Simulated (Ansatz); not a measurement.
# ReRhO: further runs on a relaxed guess

This session takes a relaxed cell of ReRhO and sets out to compute bands, density of states and charges.

Method: DFT PBE, scalar-relativistic, plane waves, PAW, in Ansatz 0.2.0.

1 further run of the same task is left out (set aside as unsound or not needed).

## Step 1: The starting structure

It takes space group P4/mmm (No. 123, tetragonal). The conventional cell has a = 3.576 Å, b = 3.576 Å, c = 3.750 Å, α = 90.00°, β = 90.00°, γ = 90.00°. Re (site symmetry 4/mmm) is surrounded by 2 O at 1.87 Å. Around Rh (site symmetry 4/mmm) lie 4 Re at 2.53 Å. Around O (site symmetry 4/mmm) lie 2 Re at 1.87 Å.

Coordinates:

```cif
data_structure
_symmetry_space_group_name_H-M 'P 1'
_symmetry_Int_Tables_number 1
_cell_length_a 3.5757
_cell_length_b 3.5757
_cell_length_c 3.7499
_cell_angle_alpha 90.000
_cell_angle_beta 90.000
_cell_angle_gamma 90.000
_cell_volume 47.95
loop_
_atom_site_label
_atom_site_type_symbol
_atom_site_fract_x
_atom_site_fract_y
_atom_site_fract_z
_atom_site_occupancy
Re1 Re 0.50000 0.50000 0.00000 1
Rh1 Rh 0.00000 0.00000 0.00000 1
O1 O 0.50000 0.50000 0.50000 1
```

It is the end of an earlier relaxation with the same method, from a database cell with other species swapped in; it is a trial structure. At a tolerance of 0.05 Å it has space group P4/mmm (No. 123); it has 15.98 Å³/atom, an uncorrected energy of +0.06 eV/atom over the elements.

## Step 2: Electronic structure at the relaxed geometry

input.yaml

```yaml
crystal:
  lattice:
    - [3.5757245841, 0.0, 0.0]
    - [0.0, 3.5757245841, 0.0]
    - [0.0, 0.0, 3.7499210336]
  atoms:
    - { symbol: Re, position: [0.5, 0.5, 0.0] }
    - { symbol: Rh, position: [0.0, 0.0, 0.0] }
    - { symbol: O, position: [0.5, 0.5, 0.5] }
basis:
  ecutwfc: 420
kpoints:
  mp_grid: { grid: [14, 14, 12] }
  band_path:
    path:
      - [[0.0, 0.0, 0.0], [0.0, 0.5, 0.0], [0.5, 0.5, 0.0], [0.0, 0.0, 0.0], [0.0, 0.0, 0.5], [0.0, 0.5, 0.5], [0.5, 0.5, 0.5], [0.0, 0.0, 0.5]]
      - [[0.0, 0.5, 0.0], [0.0, 0.5, 0.5]]
      - [[0.5, 0.5, 0.0], [0.5, 0.5, 0.5]]
    npoints: 14
hamiltonian:
  xc: pbe
scf:
  occupations: { method: gaussian, width: 0.1 }
  n_extra_bands: 7
output:
  forces: true
  stress: true
  eigenvalues: true
  populations: true
  dos: { projected: true, de: 0.02, nscf_kmesh: { grid: [17, 17, 15] } }
  bader: true
  write_density: true
  write_potential: true
  elf: true
  volumetric_format: npy
```

Command:

```sh
> ansatz run input.yaml --threads 1 --pin off --max-ram 2560MiB --backend cpu --events-out ev --progress --plain --runs-dir out
```

**Question.** What will these runs give? Wanted: gap; states at the Fermi level; Bader charges.

**Answer**, as computed:

| quantity | value |
| --- | --- |
| gap | none (metal) |
| states at the Fermi level | 2.24 per eV per cell |
| Bader charges | Re +1.17, Rh -0.17, O -0.99 e |

**Reading.** Bands cross the Fermi level: a metal at this level of theory. Of the projected weight within 0.25 eV of the Fermi level, the largest part is Re 5d (52 %) and Rh 4d (37 %). Charge transfer between the atoms is strong (Bader charges up to 1.2 e). Spin-orbit coupling is left out, which matters for the bands of Re. The final runs have no spin polarisation, so no magnetic state was tried and one may lie lower.
